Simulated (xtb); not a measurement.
# One shape, several levels: BP2NH6 (SMILES NB(P)P)

We compute a comparison of 4 runs (GFN-FF, GFN2-xTB, GFN0-xTB, GFN1-xTB) of BP2NH6. 

Program for the calculation: xtb 6.7.1.

5 further runs of the same task are left out: 1 that didn't finish, 4 set aside as unsound or not needed.

## 1. The structure to begin with

The species is BP2NH6 (10 atoms), meant as a singlet with charge 0. As SMILES, `NB(P)P`. The shape is that of a GFN2-xTB optimisation. This is one conformer, not always the lowest.

Bond lengths: N1–B2 1.381 Å, B2–P3 1.916 Å, B2–P4 1.916 Å, N1–H5 1.008 Å, N1–H6 1.008 Å, P3–H7 1.384 Å, P3–H8 1.386 Å, P4–H9 1.383 Å, P4–H10 1.385 Å. Some angles: N1–B2–P3 120.1°, N1–B2–P4 120.1°, P3–B2–P4 119.7°, B2–N1–H5 123.7°, B2–N1–H6 123.9°, B2–P3–H7 96.4°, B2–P3–H8 97.1°, B2–P4–H9 96.4°, B2–P4–H10 97.3°, H5–N1–H6 112.5°.

## 2. Energy and gradient at GFN-FF (run 1)

struc.tmol reads:

```
$coord
     -2.195559400635      0.664616678031     -1.563634984560  n
     -0.133131205480      0.039797632185     -0.092256429404  b
      1.258859955181     -3.299461813597     -0.238577923234  p
      1.353459644979      2.511294841538      2.096877902407  p
     -3.088114843818     -0.568939844341     -2.708676735255  h
     -2.976526516159      2.401388370129     -1.613353678899  h
      1.639620872032     -3.567387183546      2.335361339335  h
     -1.013252250763     -4.601161860023     -0.200310969210  h
      3.841624238752      1.905391954199      1.570834841095  h
      1.313019505912      4.514461225425      0.413755534987  h
$end
```

Command:

```sh
xtb struc.tmol --grad --gff --chrg 0 > run.log
```

What it wrote:

```text
* xtb version 6.7.1
[...]
         ::                     SUMMARY                     ::
         :::::::::::::::::::::::::::::::::::::::::::::::::::::
         :: total energy              -1.045506005537 Eh    ::
         :: gradient norm              0.023822635660 Eh/a0 ::
         ::.................................................::
         :: bond energy               -1.073025526852 Eh    ::
         :: angle energy               0.008074354294 Eh    ::
         :: torsion energy             0.000124908160 Eh    ::
         :: repulsion energy           0.043129512068 Eh    ::
         :: electrostat energy        -0.018621733923 Eh    ::
         :: dispersion energy         -0.005049531634 Eh    ::
         :: HB energy                 -0.000000037451 Eh    ::
         :: XB energy                  0.000000000000 Eh    ::
         :: bonded atm energy         -0.000137950198 Eh    ::
         :: external energy            0.000000000000 Eh    ::
         :: add. restraining           0.000000000000 Eh    ::
         :: total charge              -0.000000000000 e     ::
[...]
molecular dipole:
                 x           y           z       tot (Debye)
 q only:        0.024      -0.008       0.017       0.077
           -------------------------------------------------
          | TOTAL ENERGY               -1.045506005537 Eh   |
          | GRADIENT NORM               0.023822635660 Eh/α |
           -------------------------------------------------
########################################################################
[WARNING] Runtime exception occurred
-1- gfnff_setup: Could not read topology file.
########################################################################
[...]
```

Standard error:

```text
normal termination of xtb
```

Wall time 0.026 s (1 thread of Intel Xeon Platinum 8259CL at 2.50GHz (Skylake/Cascade Lake), shared host).

## 3. A single-point energy at GFN2-xTB (run 2)

xcontrol reads:

```
$chrg 0
$spin 0
$end
```

mol.sdf reads:

```

     RDKit          3D

 10  9  0  0  0  0  0  0  0  0999 V2000
   -1.1618    0.3517   -0.8274 N   0  0  0  0  0  0  0  0  0  0  0  0
   -0.0704    0.0211   -0.0488 B   0  0  0  0  0  0  0  0  0  0  0  0
    0.6662   -1.7460   -0.1263 P   0  0  0  0  0  0  0  0  0  0  0  0
    0.7162    1.3289    1.1096 P   0  0  0  0  0  0  0  0  0  0  0  0
   -1.6342   -0.3011   -1.4334 H   0  0  0  0  0  0  0  0  0  0  0  0
   -1.5751    1.2708   -0.8538 H   0  0  0  0  0  0  0  0  0  0  0  0
    0.8677   -1.8878    1.2358 H   0  0  0  0  0  0  0  0  0  0  0  0
   -0.5362   -2.4348   -0.1060 H   0  0  0  0  0  0  0  0  0  0  0  0
    2.0329    1.0083    0.8313 H   0  0  0  0  0  0  0  0  0  0  0  0
    0.6948    2.3889    0.2190 H   0  0  0  0  0  0  0  0  0  0  0  0
  2  1  1  0
  3  2  1  0
  4  2  1  0
  5  1  1  0
  6  1  1  0
  7  3  1  0
  8  3  1  0
  9  4  1  0
 10  4  1  0
M  END
$$$$
```

Command:

```sh
xtb mol.sdf --input xcontrol --dipole --json --gfn2 -P 1 > run.log
```

What it wrote (excerpt; [...] marks lines left out):

```text
* xtb version 6.7.1
[...]
          :  # basis functions                  34          :
[...]
          :  # electrons                        24          :
[...]
          :  Hamiltonian                  GFN2-xTB          :
[...]
          :  net charge                          0          :
          :  unpaired electrons                  0          :
[...]
   *** convergence criteria satisfied after 13 iterations ***
[...]
         ::                     SUMMARY                     ::
         :::::::::::::::::::::::::::::::::::::::::::::::::::::
         :: total energy             -12.247472224674 Eh    ::
         :: gradient norm              0.000837143883 Eh/a0 ::
         :: HOMO-LUMO gap              4.066669562896 eV    ::
         ::.................................................::
         :: SCC energy               -12.363309400617 Eh    ::
         :: -> isotropic ES            0.033185747554 Eh    ::
         :: -> anisotropic ES          0.001535493739 Eh    ::
         :: -> anisotropic XC          0.005848385005 Eh    ::
         :: -> dispersion             -0.006122434464 Eh    ::
         :: repulsion energy           0.115837175943 Eh    ::
         :: add. restraining           0.000000000000 Eh    ::
         :: total charge               0.000000000000 e     ::
         :::::::::::::::::::::::::::::::::::::::::::::::::::::
[...]
        12        2.0000           -0.3713575             -10.1052 (HOMO)
        13                         -0.2219101              -6.0385 (LUMO)
[...]
molecular dipole:
                 x           y           z       tot (Debye)
 q only:       -0.706       0.213      -0.504
   full:       -0.991       0.299      -0.706       3.186
molecular quadrupole (traceless):
[...]
          | TOTAL ENERGY              -12.247472224674 Eh   |
          | GRADIENT NORM               0.000837143883 Eh/α |
          | HOMO-LUMO GAP               4.066669562896 eV   |
           -------------------------------------------------
[...]
```

Standard error:

```text
normal termination of xtb
```

It took 0.047 s on 1 thread of Intel Xeon Platinum 8259CL at 2.50GHz (Skylake/Cascade Lake), shared host.

## 4. Energy and forces at GFN0-xTB (run 3)

input.xyz reads:

```xyz
10

N     -1.16184000     0.35170000    -0.82744000
B     -0.07045000     0.02106000    -0.04882000
P      0.66616000    -1.74600000    -0.12625000
P      0.71622000     1.32892000     1.10962000
H     -1.63416000    -0.30107000    -1.43337000
H     -1.57511000     1.27076000    -0.85375000
H      0.86765000    -1.88778000     1.23582000
H     -0.53619000    -2.43483000    -0.10600000
H      2.03290000     1.00829000     0.83125000
H      0.69482000     2.38895000     0.21895000
```

Command:

```sh
xtb --grad --gfn 0 -u 0 -- input.xyz | tee run.log
```

What it wrote (excerpt; [...] marks lines left out):

```text
* xtb version 6.7.1
[...]
          :  # basis functions                  40          :
[...]
          :  # electrons                        24          :
[...]
 Zeroth order Hamiltonian       ...        0 min,  0.000 sec ( 12.224%)
[...]
         ::                     SUMMARY                     ::
         :::::::::::::::::::::::::::::::::::::::::::::::::::::
         :: total energy             -12.432336042108 Eh    ::
         :: gradient norm              0.023968414016 Eh/a0 ::
         :: HOMO-LUMO gap              4.073044796428 eV    ::
         ::.................................................::
         :: H0 energy                -12.492977520104 Eh    ::
         :: repulsion energy           0.140608889075 Eh    ::
         :: electrostat energy        -0.069560400018 Eh    ::
         :: -> Gsolv                   0.000000000000 Eh    ::
         ::    -> Gsasa                0.000000000000 Eh    ::
         ::    -> Gshift               0.000000000000 Eh    ::
         :: dispersion energy         -0.002717269311 Eh    ::
         :: short-range corr.         -0.007689741749 Eh    ::
         :: add. restraining           0.000000000000 Eh    ::
         :: total charge               0.000000000000 e     ::
         :::::::::::::::::::::::::::::::::::::::::::::::::::::
[...]
        12        2.0000           -0.3920254             -10.6676 (HOMO)
        13                         -0.2423437              -6.5945 (LUMO)
[...]
          | TOTAL ENERGY              -12.432336042108 Eh   |
          | GRADIENT NORM               0.023968414016 Eh/α |
          | HOMO-LUMO GAP               4.073044796428 eV   |
           -------------------------------------------------
[...]
```

Standard error:

```text
normal termination of xtb
```

It took 0.042 s on 1 thread of Intel Xeon Platinum 8259CL at 2.50GHz (Skylake/Cascade Lake), shared host.

## 5. Energy and gradient at GFN1-xTB (run 4)

struc.tmol is that of step 2.

Command:

```sh
xtb struc.tmol --grad --json --gfn 1 > xtb.out
```

What it wrote:

```text
* xtb version 6.7.1
[...]
          :  # basis functions                  40          :
[...]
          :  # electrons                        24          :
[...]
          :  Hamiltonian                  GFN1-xTB          :
[...]
          :  net charge                          0          :
          :  unpaired electrons                  0          :
[...]
   *** convergence criteria satisfied after 11 iterations ***
[...]
         ::                     SUMMARY                     ::
         :::::::::::::::::::::::::::::::::::::::::::::::::::::
         :: total energy             -13.130086789861 Eh    ::
         :: gradient norm              0.031129491656 Eh/a0 ::
         :: HOMO-LUMO gap              4.128644907149 eV    ::
         ::.................................................::
         :: SCC energy               -13.253843922664 Eh    ::
         :: -> electrostatic           0.014930388064 Eh    ::
         :: repulsion energy           0.127627002778 Eh    ::
         :: dispersion energy         -0.003869869975 Eh    ::
         :: halogen bond corr.         0.000000000000 Eh    ::
         :: add. restraining           0.000000000000 Eh    ::
         :: total charge               0.000000000000 e     ::
         :::::::::::::::::::::::::::::::::::::::::::::::::::::
[...]
        12        2.0000           -0.3693209             -10.0497 (HOMO)
        13                         -0.2175960              -5.9211 (LUMO)
[...]
     #   Z sym  total        # sym  WBO       # sym  WBO       # sym  WBO
 ---------------------------------------------------------------------------
     1   7 n    3.268 --     2 b    1.345     5 h    0.930     6 h    0.930
     2   5 b    3.438 --     1 n    1.345     3 p    1.006     4 p    1.006
     3  15 p    3.047 --     2 b    1.006     8 h    0.976     7 h    0.975
     4  15 p    3.047 --     2 b    1.006    10 h    0.976     9 h    0.975
     5   1 h    0.965 --     1 n    0.930
     6   1 h    0.965 --     1 n    0.930
     7   1 h    1.009 --     3 p    0.975
     8   1 h    1.008 --     3 p    0.976
     9   1 h    1.009 --     4 p    0.975
    10   1 h    1.008 --     4 p    0.976
 ---------------------------------------------------------------------------
[...]
          | TOTAL ENERGY              -13.130086789861 Eh   |
          | GRADIENT NORM               0.031129491656 Eh/α |
          | HOMO-LUMO GAP               4.128644907149 eV   |
           -------------------------------------------------
[...]
```

Standard error:

```text
normal termination of xtb
```

It took 0.055 s on 1 thread of Intel Xeon Platinum 8259CL at 2.50GHz (Skylake/Cascade Lake), shared host.

## 6. All runs side by side

```csv
run,level,task,energy (Eh),dipole moment (D),dispersion energy (kJ/mol),largest force (eV/Å),wall time
1,GFN-FF,gradient,-1.045506,0.08,-13.26,0.573,0.026 s
2,GFN2-xTB,energy,-12.247472,3.19,-16.07,–,0.047 s
3,GFN0-xTB,gradient,-12.432336,3.02,-7.13,0.754,0.042 s
4,GFN1-xTB,gradient,-13.130087,3.07,-10.16,1.105,0.055 s
```

## 7. Summary of results

| quantity | value |
| --- | --- |
| run 4: total energy | -13.13009 Eh |
| run 4: dipole moment | 3.07 D |
| run 4: HOMO energy | -10.05 eV |
| run 4: LUMO energy | -5.92 eV |
| run 4: HOMO–LUMO gap | 4.13 eV |
| run 4: dispersion energy | -10.16 kJ/mol |
| run 4: largest force on an atom | 1.105 eV/Å |

The dipole moment (its size) runs from 0.08 D (GFN-FF) to 3.19 D (GFN2-xTB). The two dipoles point in opposite directions. Over runs 2, 3, 4 the HOMO–LUMO gap runs from 4.07 eV (GFN2-xTB) to 4.13 eV (GFN1-xTB). Force-field and semi-empirical energies have zeros of their own, so their totals don't compare. All runs together took 0.17 s, the longest 0.055 s.
